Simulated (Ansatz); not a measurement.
# CsLiCr2Te2S3 (Pm) in Ansatz: reference runs

Aim: a first look at CsLiCr2Te2S3 with PBE, on the cell as given and on a disturbed one.

All numbers are computed with Ansatz 0.2.0; they aren't measurements. Logs are shortened: lines on timing, memory, paths and dates and some standing lists are left out, and cuts for length are marked.

**1. The crystal as given**

The structure is monoclinic, space group Pm (No. 6). Conventional cell: a = 7.057 Å, b = 3.981 Å, c = 9.084 Å, α = 90.00°, β = 107.12°, γ = 90.00°. Cs (site symmetry m) has 3 S at 3.44 to 3.50 Å and 1 Te at 3.93 Å as nearest neighbours. Around Li (site symmetry m) lie 3 S at 2.21 to 2.30 Å. Around Cr (site symmetry m) lie 5 S at 2.47 to 2.63 Å and 1 Te at 2.79 Å and 2 Li at 2.81 Å. Around Cr (site symmetry m) lie 2 S at 2.34 to 2.50 Å. Around Te (site symmetry m) lie 3 Cr at 2.76 to 2.79 Å. Te (site symmetry m) has 1 S at 2.48 Å and 2 Cr at 2.80 Å as nearest neighbours. Around S (site symmetry m) lie 2 Li at 2.21 Å and 1 Te at 2.48 Å and 1 Cr at 2.51 Å. S (site symmetry m) is surrounded by 3 Cr at 2.34 to 2.47 Å and 1 Li at 2.63 Å.

The cell was built by a generator and needn't be a form met in nature.

**2. Single point, PBE, collinear spin, ferromagnetic start**

Contents of input.yaml:

```yaml
crystal:
  lattice:
    - [7.05684, 0.0, 0.00788]
    - [0.0, 3.9806, 0.0]
    - [-2.68302, 0.0, 8.67869]
  atoms:
    - { symbol: Cs, position: [0.07739, 0.0, 0.37706] }
    - { symbol: Li, position: [0.86424, 0.5, 0.78883] }
    - { symbol: Cr, position: [0.12646, 0.0, 0.94616], spin: 3.0 }
    - { symbol: Cr, position: [0.5929, 0.5, 0.97165], spin: 3.0 }
    - { symbol: Te, position: [0.50838, 0.0, 0.1527] }
    - { symbol: Te, position: [0.55612, 0.0, 0.74893] }
    - { symbol: S, position: [0.87426, 0.0, 0.68502] }
    - { symbol: S, position: [0.25176, 0.5, 0.84402] }
    - { symbol: S, position: [0.96294, 0.5, 0.05357] }
hamiltonian:
  xc: pbe
  pseudopotentials: { kind: paw }
magnetization:
  spin_polarized: true
kpoints:
  mp_grid: { grid: [4, 7, 3] }
scf:
  occupations: { method: fermi_dirac, width: 0.05 }
output:
  forces: true
  stress: true
  eigenvalues: true
```

Potentials or basis: Ansatz PAW.

Command:

```console
$ ansatz run input.yaml --threads 8 --pin off --max-ram 20480MiB --backend cpu --events-out ev --progress --plain --runs-dir out
```

Standard output:

```text
Warning: RAYON_NUM_THREADS=8 ignored (pool sized by the plan → 8); use --threads N
Engine: ansatz 0.2.0, aarch64-unknown-linux-gnu
Pseudopotentials: kind: paw
Pseudopotential: Cs, paw, valence charge 9, recommended cutoff 420 eV (normal), Cs.paw.azcp
Pseudopotential: Li, paw, valence charge 3, recommended cutoff 420 eV (normal), Li.paw.azcp
Pseudopotential: Cr, paw, valence charge 14, recommended cutoff 420 eV (normal), Cr.paw.azcp
Pseudopotential: Te, paw, valence charge 16, recommended cutoff 420 eV (normal), Te.paw.azcp
Pseudopotential: S, paw, valence charge 6, recommended cutoff 420 eV (normal), S.paw.azcp
Functional definition: PBE
  parameter kappa = 0.804
  parameter beta = 0.06672455060314922
  exchange = pbe_x(kappa = kappa, mu = beta*pi^2/3)
  correlation = pbe_c(beta = beta)
Crystal: 9 atoms, lattice volume = 243.873 Å³
Basis set: ecut = 420 eV, 4787 PW (Γ), exchange–correlation on 96×54×128 points (8 copies of the dense FFT grid, shifted against one another)
Bands: 58, of which v1, the nominal top of the filled ones, is band 45 counted from 1 (44 counted from 0)
Symmetry: 2 space group operations
Space group: Pm (ITA 6), of the structure as read, at distance tolerance 6.2e-5 Å
Magnetic group: BNS 6.18 (UNI 25), of the structure as read, at distance tolerance 6.2e-5 Å
k-points: 28 of 84 (time reversal used)
Non-local potential: Cs, projectors of the file, l = 0: 3, l = 1: 2, l = 2: 2, l = 3: 2
Non-local potential: Li, projectors of the file, l = 0: 3, l = 1: 2, l = 2: 1
Non-local potential: Cr, projectors of the file, l = 0: 3, l = 1: 2, l = 2: 3, l = 3: 1
Non-local potential: Te, projectors of the file, l = 0: 2, l = 1: 2, l = 2: 2, l = 3: 2
Non-local potential: S, projectors of the file, l = 0: 2, l = 1: 2, l = 2: 2
PAW form: soft (Blöchl's): semilocal exchange-correlation on the pseudo side does not see the compensation charge
PAW one-centre angular grid: Cs, 194 points (default); XC on 64 Gauss nodes
PAW one-centre angular grid: Li, 110 points (default); XC on 64 Gauss nodes
PAW one-centre angular grid: Cr, 590 points (default); XC on 64 Gauss nodes
PAW one-centre angular grid: Te, 590 points (default); XC on 64 Gauss nodes
PAW one-centre angular grid: S, 110 points (default); XC on 64 Gauss nodes
Initial density: superposition of atomic densities (chi_scale 0.1, normalization cell, long waves kept (reshape's long-wave potential 0.22 eV rms))
Starting moments: Σ|m| = 6 μB on 2 of 9 sites
Initial wavefunctions: pseudopotential atomic-orbital guess
Functional: x = pbe(κ = 0.804, μ = 0.2195149727645171), c = pbe(β = 0.06672455060314922)
SCF iter   1: F=—  HF=-29304.293681 eV  |F-HF|=—  |Δ(HF+E_count)|=         —  Δρ=3.36e-2 (↑3.28e-2 ↓3.36e-2)  dr2=1.60e1  dr2_m=2.18e-1  M=5.993 μB ∫|m|=6.587 μB  β_m=0.30  ethr=3.10e-3  ⟨swp⟩=10.1  Hψ=14679  notcnv=0
Mixer restart at iter 1: flushing history
[... 14 lines left out ...]
Mixer restart at iter 12: flushing history
SCF iter  13: F=—  HF=-29302.851852 eV  |F-HF|=—  |Δ(HF+E_count)|=    6.02e0  Δρ=2.52e-2 (↑5.86e-3 ↓2.52e-2)  dr2=9.40e-1  dr2_m=5.18e-1  M=0.001 μB ∫|m|=6.863 μB  β_m=0.91  ethr=5.56e-5  ⟨swp⟩=4.4  Hψ=8590  notcnv=0  defer=166
SCF iter  14: F=—  HF=-29302.863044 eV  |F-HF|=—  |Δ(HF+E_count)|=   1.12e-2  Δρ=2.34e-2 (↑8.55e-3 ↓2.34e-2)  dr2=2.45e0  dr2_m=1.36e-1  M=0.005 μB ∫|m|=6.612 μB  β_m=0.68  ethr=5.56e-5  ⟨swp⟩=4.9  Hψ=10692  notcnv=0  defer=195
SCF iter  15: F=—  HF=-29302.629241 eV  |F-HF|=—  |Δ(HF+E_count)|=   2.34e-1  Δρ=2.44e-3 (↑2.44e-3 ↓1.97e-3)  dr2=5.73e-3  dr2_m=9.85e-3  M=0.001 μB ∫|m|=6.816 μB  β_m=0.84  ethr=5.56e-5  ⟨swp⟩=4.3  Hψ=9093  notcnv=0  defer=196
SCF iter  16: F=—  HF=-29302.632377 eV  |F-HF|=—  |Δ(HF+E_count)|=         —  Δρ=1.74e-3 (↑1.74e-3 ↓5.84e-4)  dr2=1.09e-2  dr2_m=1.14e-3  M=0.001 μB ∫|m|=6.867 μB  ethr=6.37e-6  ⟨swp⟩=2.3  Hψ=6602  notcnv=0  defer=203
Mixer restart at iter 16: flushing history
SCF iter  17: F=—  HF=-29302.742675 eV  |F-HF|=—  |Δ(HF+E_count)|=         —  Δρ=1.92e-5 (↑1.92e-5 ↓1.02e-5)  dr2=3.27e-6  dr2_m=5.70e-8  M=6.000 μB ∫|m|=7.206 μB  β_m=0.84  ethr=6.82e-9  ⟨swp⟩=4.6  Hψ=6276  notcnv=0  defer=158
SCF iter  18: F=—  HF=-29302.742675 eV  |F-HF|=—  |Δ(HF+E_count)|=   1.89e-7  Δρ=3.56e-5 (↑3.56e-5 ↓9.42e-6)  dr2=5.18e-6  dr2_m=4.05e-7  M=6.000 μB ∫|m|=7.207 μB  β_m=0.60  ethr=3.64e-9  ⟨swp⟩=2.1  Hψ=6321  notcnv=0  defer=155
SCF iter  19: F=—  HF=-29302.742675 eV  |F-HF|=—  |Δ(HF+E_count)|=   1.79e-7  Δρ=8.14e-6 (↑8.14e-6 ↓3.12e-6)  dr2=4.75e-7  dr2_m=1.66e-8  M=6.000 μB ∫|m|=7.207 μB  β_m=0.80  ethr=3.64e-9  ⟨swp⟩=2.0  Hψ=5580  notcnv=0  defer=155
SCF iter  20: F=—  HF=-29302.742675 eV  |F-HF|=—  |Δ(HF+E_count)|=   2.59e-7  Δρ=2.65e-6 (↑2.65e-6 ↓1.48e-6)  dr2=8.83e-8  dr2_m=1.14e-9  M=6.000 μB ∫|m|=7.207 μB  β_m=0.90  ethr=5.28e-10  ⟨swp⟩=2.0  Hψ=4124  notcnv=0  defer=155
SCF iter  21: F=—  HF=-29302.742675 eV  |F-HF|=—  |Δ(HF+E_count)|=   1.09e-7  Δρ=3.91e-6 (↑3.91e-6 ↓1.17e-6)  dr2=6.63e-8  dr2_m=4.83e-9  M=6.000 μB ∫|m|=7.207 μB  β_m=0.69  ethr=9.81e-11  ⟨swp⟩=2.4  Hψ=5783  notcnv=0  defer=155
SCF iter  22: F=—  HF=-29302.742675 eV  |F-HF|=—  |Δ(HF+E_count)|=   1.97e-8  Δρ=3.75e-6 (↑3.75e-6 ↓1.93e-6)  dr2=1.20e-7  dr2_m=2.07e-9  M=6.000 μB ∫|m|=7.207 μB  β_m=0.70  ethr=7.37e-11  ⟨swp⟩=2.0  Hψ=5391  notcnv=0  defer=155
SCF iter  23: F=-29302.742675 eV  HF=-29302.742675 eV  |F-HF|=1.25e-8  |Δ(HF+E_count)|=   1.03e-8  Δρ=1.14e-6 (↑1.14e-6 ↓6.97e-7)  dr2=1.37e-8  dr2_m=1.20e-10  M=6.000 μB ∫|m|=7.207 μB  ethr=7.37e-11  ⟨swp⟩=11.0  Hψ=12669  notcnv=0
SCF 1 converged in 23 iterations: F = -29302.742675 eV  dr2 = 1.37e-8
SCF converged after 23 iterations
Magnetization: 6.0000 μB (48.0000 up, 42.0000 down)
Absolute magnetization: 7.2104 μB (∫|ρ↑−ρ↓|, with the PAW one-centre terms)
Spin contamination: 0.2558 ħ² per cell (⟨S²⟩ above its minimum at these occupations)
Per-site moments (μB) at R_I (Å): [(0.0007237243475704507, 1.4200953683227364), (0.0011246615692262975, 0.9126230053360187), (2.8941272797273183, 1.0177055008635247), (2.690091868278375, 0.9671201925037592), (-0.131350419953986, 1.1371301403881684), (-0.03562387005408153, 1.0225099071990138), (-0.027492956520637015, 0.9126230053360187), (-0.10338299009158292, 0.9671201925037592), (-0.04890241833629498, 0.9480964065931007)]
Free energy (F): -29302.742675 eV
Harris-Foulkes:  -29302.742675 eV  (|F-HF|=1.25e-8)
Internal energy: -29302.742380 eV  (E = F + TS)
E sigma→0 (E₀):  -29302.742528 eV
Entropy (-TS):   -0.000295 eV (-0.033 meV/atom)
Fermi energy:    6.853419 eV
--- Per-component energies (eV) ---
  E_band       = -1332.182809
  E_kinetic    = 1529.271745
  E_local      = -11239.218446  (includes V_loc(G=0)·N_el)
  E_nonlocal   = -372.942585
  E_hartree    = 5505.008945
  E_xc         = -1002.784886
  E_vxc        = -964.910476  (∫ρ·V_xc dr)
  E_paw        = -18609.138560  (= ΣΔE_a)
  E_vpaw       = -1294.410578  (= ΣTr[D̂ρ^β])
  E_aug_tail   = 0.000387  (compensation charges beyond the density's cutoff)
  E_ewald      = -5112.938981
  E_smearing   = -0.000295  (= −TS)
  E_closure    = 0.000000  (closes the sum)
  Σ components = -29302.742675   (vs F -29302.742675, Δ=0.00e0)
--- Forces (eV/Å), atoms counted from 1 ---
  atom   1  Cs     0.00017119    -0.00000000    -0.00076861
  atom   2  Li    -0.00899750    -0.00000000     0.00210264
  atom   3  Cr    -0.00091265    -0.00000000    -0.00550465
  atom   4  Cr     0.00088157     0.00000000     0.00138561
  atom   5  Te     0.00191737    -0.00000000    -0.00567244
  atom   6  Te    -0.00075604     0.00000000    -0.00120473
  atom   7  S      0.00631790    -0.00000000    -0.00040390
  atom   8  S      0.00110531    -0.00000000     0.00169807
  atom   9  S      0.00026724     0.00000000     0.00837206
  max |Σ_I F_I| component: 5.63e-6 eV/Å
--- Stress (GPa, compression-positive) ---
        0.008977       0.000000       0.021502
        0.000000       0.047175       0.000000
        0.021502       0.000000       0.004489
  P = ⅓ Tr σ = 0.0202 GPa (0.202 kbar)
--- Band table (eV; the first three rows and the last of 56) ---
  k-point 0 ↑: bands = ["-66.3750", "-66.0770", "-38.6326", "-37.7324", "-37.7261", "-37.7062", "-37.4441", "-37.4440", "-37.4190", "-30.6274", "-30.5589", "-30.5261", "-30.3125", "-30.3082", "-29.5053", "-29.4986", "-29.4942", "-29.4890", "-29.4873", "-15.6113", "-7.2509", "-6.2052", "-5.5155", "-4.3028", "-3.8648", "-2.4453", "-2.3295", "-2.0229", "1.3633", "2.0087", "2.0981", "2.6471", "2.9688", "3.2490", "3.4420", "4.0247", "4.3996", "4.5465", "4.6972", "4.7576", "5.0537", "5.1502", "5.3481", "5.4130", "5.5641", "5.9068", "6.2745", "6.6275", "7.3957", "8.1376", "8.1397", "8.4699", "8.7250", "9.1897", "9.9628", "10.7125", "11.1985", "11.5065"]
  k-point 1 ↑: bands = ["-66.3750", "-66.0770", "-38.6326", "-37.7324", "-37.7261", "-37.7062", "-37.4441", "-37.4440", "-37.4190", "-30.6274", "-30.5589", "-30.5261", "-30.3125", "-30.3082", "-29.5053", "-29.4986", "-29.4942", "-29.4890", "-29.4873", "-15.6112", "-7.2570", "-6.1987", "-5.5067", "-4.3074", "-3.8581", "-2.4408", "-2.3685", "-2.0229", "1.3919", "2.0057", "2.2454", "2.6499", "2.9655", "3.2419", "3.3655", "3.9131", "4.3988", "4.5491", "4.6489", "4.7691", "5.0512", "5.1572", "5.3524", "5.4129", "5.5754", "5.8376", "6.2152", "6.6259", "7.5671", "8.1362", "8.1541", "8.4589", "8.7754", "9.3496", "10.2302", "10.5829", "10.9572", "11.4320"]
  k-point 2 ↑: bands = ["-66.3750", "-66.0770", "-38.6325", "-37.7323", "-37.7268", "-37.7062", "-37.4445", "-37.4441", "-37.4190", "-30.6272", "-30.5591", "-30.5261", "-30.3127", "-30.3076", "-29.5048", "-29.4988", "-29.4944", "-29.4889", "-29.4871", "-15.5923", "-7.1867", "-6.1783", "-5.4897", "-4.2319", "-3.8077", "-2.4179", "-2.3242", "-2.2365", "1.4376", "1.7749", "2.1464", "2.4498", "3.0889", "3.3055", "3.4904", "3.9537", "4.0630", "4.2221", "4.5712", "4.7868", "4.8979", "5.2384", "5.2628", "5.4994", "5.6121", "6.0177", "6.1950", "6.3389", "7.3919", "7.7055", "7.8573", "8.4397", "8.9179", "9.6748", "10.4919", "10.8717", "11.1985", "11.7380"]
  k-point 27 ↓: bands = ["-63.2300", "-63.0836", "-38.6331", "-34.7425", "-34.6144", "-34.5314", "-34.5152", "-34.4736", "-34.4608", "-30.6300", "-30.5664", "-30.5331", "-30.3288", "-30.3230", "-29.5330", "-29.5313", "-29.5231", "-29.5169", "-29.5137", "-15.5135", "-6.8978", "-6.0989", "-5.5285", "-4.0683", "-3.6546", "-2.9774", "-2.2841", "-2.2648", "1.4427", "1.7636", "2.2546", "2.5134", "3.0410", "3.4024", "3.6009", "3.7099", "4.1007", "4.2258", "4.6907", "4.8808", "5.1144", "5.5184", "7.5909", "7.9252", "8.1395", "8.2270", "8.5629", "8.6089", "8.8412", "9.0261", "9.1786", "9.3229", "9.4703", "9.9274", "10.7198", "11.3677", "11.4707", "11.9002"]
```

Run time: 35 s. Hardware: 8 threads of Arm Neoverse V1, shared host; peak memory 1.5 GiB.

What came out:

| Quantity | Value |
| --- | --- |
| Free energy | -29302.7427 eV |
| Pressure | 0.0 GPa |
| Largest force | 0.009 eV/Å |
| Band gap on the k mesh | 0.48 eV, indirect (least direct gap 0.77 eV) |
| Net moment | 6.00 μB per cell |
| Absolute moment | 7.21 μB per cell |
| Site moments | Cs +0.00; Li +0.00; Cr +2.89, +2.69; Te -0.13, -0.04; S -0.03, -0.10, -0.05 μB |

Forces in eV/Å, atoms in the order of the input:
```
Cs   0.000  0.000 -0.001
Li  -0.009  0.000  0.002
Cr  -0.001  0.000 -0.006
Cr   0.001  0.000  0.001
Te   0.002  0.000 -0.006
Te  -0.001  0.000 -0.001
S    0.006  0.000  0.000
S    0.001  0.000  0.002
S    0.000  0.000  0.008
```

Caveat: odd divisions of the mesh miss points on the zone boundary, where band edges often lie, so the gap on the mesh can be too wide; spin-orbit coupling is left out, which moves the levels of the heavy elements; only a ferromagnetic start was run, and an antiferromagnetic order may lie lower in energy.

**3. Single point, PBE, collinear spin, ferromagnetic start (atoms moved at random, drawn with an rms of 0.05 Å)**

Contents of input.yaml:

```yaml
crystal:
  lattice:
    - [7.05684, 0.0, 0.00788]
    - [0.0, 3.9806, 0.0]
    - [-2.68302, 0.0, 8.67869]
  atoms:
    - { symbol: Cs, position: [0.069957, 0.001149, 0.37417] }
    - { symbol: Li, position: [0.86006, 0.50255, 0.793279] }
    - { symbol: Cr, position: [0.131905, -0.003097, 0.949926], spin: 3.0 }
    - { symbol: Cr, position: [0.595233, 0.500584, 0.970535], spin: 3.0 }
    - { symbol: Te, position: [0.504522, -0.006096, 0.147691] }
    - { symbol: Te, position: [0.554918, -0.001392, 0.753194] }
    - { symbol: S, position: [0.870671, -0.010648, 0.681923] }
    - { symbol: S, position: [0.254137, 0.507676, 0.84419] }
    - { symbol: S, position: [0.957892, 0.506033, 0.05263] }
hamiltonian:
  xc: pbe
  pseudopotentials: { kind: paw }
magnetization:
  spin_polarized: true
kpoints:
  mp_grid: { grid: [4, 7, 3] }
scf:
  occupations: { method: fermi_dirac, width: 0.05 }
output:
  forces: true
  stress: true
  eigenvalues: true
  write_density: true
  write_potential: true
  elf: true
  volumetric_format: npy
```

Potentials or basis: Ansatz PAW.

Command:

```console
$ ansatz run input.yaml --threads 8 --pin off --max-ram 20480MiB --backend cpu --events-out ev --progress --plain --runs-dir out
```

Wall time 57 s (8 threads of Arm Neoverse V1, shared host); peak memory 1.8 GiB.

The run converged. Its results:

- Free energy: -29302.6797 eV
- Pressure: 0.3 GPa
- Largest force: 0.561 eV/Å
- Band gap on the k mesh: 0.41 eV, indirect (least direct gap 0.73 eV)
- Net moment: 6.00 μB per cell
- Absolute moment: 7.18 μB per cell
- Site moments: Cs +0.00; Li +0.00; Cr +2.89, +2.66; Te -0.12, -0.04; S -0.03, -0.11, -0.04 μB

Forces in eV/Å, atoms in the order of the input:
```
Cs   0.012  0.016  0.056
Li   0.120 -0.334 -0.253
Cr  -0.301  0.128 -0.456
Cr  -0.179 -0.042  0.081
Te   0.148  0.120  0.325
Te   0.227  0.006 -0.288
S   -0.079  0.374  0.256
S   -0.205 -0.189  0.028
S    0.256 -0.079  0.251
```

Stress tensor (GPa, compression positive):
```
 0.20 -0.02  0.17
-0.02  0.07 -0.06
 0.17 -0.06  0.70
```

Levels at points of the mesh, in eV from the valence-band top:
Spin up:
| k point | band 44 | band 45 | band 46 | band 47 | band 48 | band 49 | band 50 | band 51 | band 52 | band 53 |
| --- | --- | --- | --- | --- | --- | --- | --- | --- | --- | --- |
| (0.00, 0.00, 0.00) | -1.28 | -1.12 | -0.76 | -0.41 | 0.00 | 0.76 | 1.41 | 1.50 | 1.82 | 2.03 |
| (-0.50, 0.00, 0.00) | -1.01 | -0.74 | -0.72 | -0.46 | -0.39 | 0.66 | 1.30 | 1.46 | 1.70 | 1.82 |
Spin down:
```
            k point  band 38  band 39  band 40  band 41  band 42  band 43  band 44  band 45  band 46  band 47
 (0.00, 0.00, 0.00)    -1.70    -1.42    -1.27    -1.15    -0.54     0.73     1.15     1.51     1.63     1.74
(-0.50, 0.00, 0.00)    -2.16    -1.49    -1.40    -1.09    -0.26     0.61     1.30     1.52     1.57     1.92
```

Caveat: odd divisions of the mesh miss points on the zone boundary, where band edges often lie, so the gap on the mesh can be too wide; spin-orbit coupling is left out, which moves the levels of the heavy elements; only a ferromagnetic start was run, and an antiferromagnetic order may lie lower in energy.
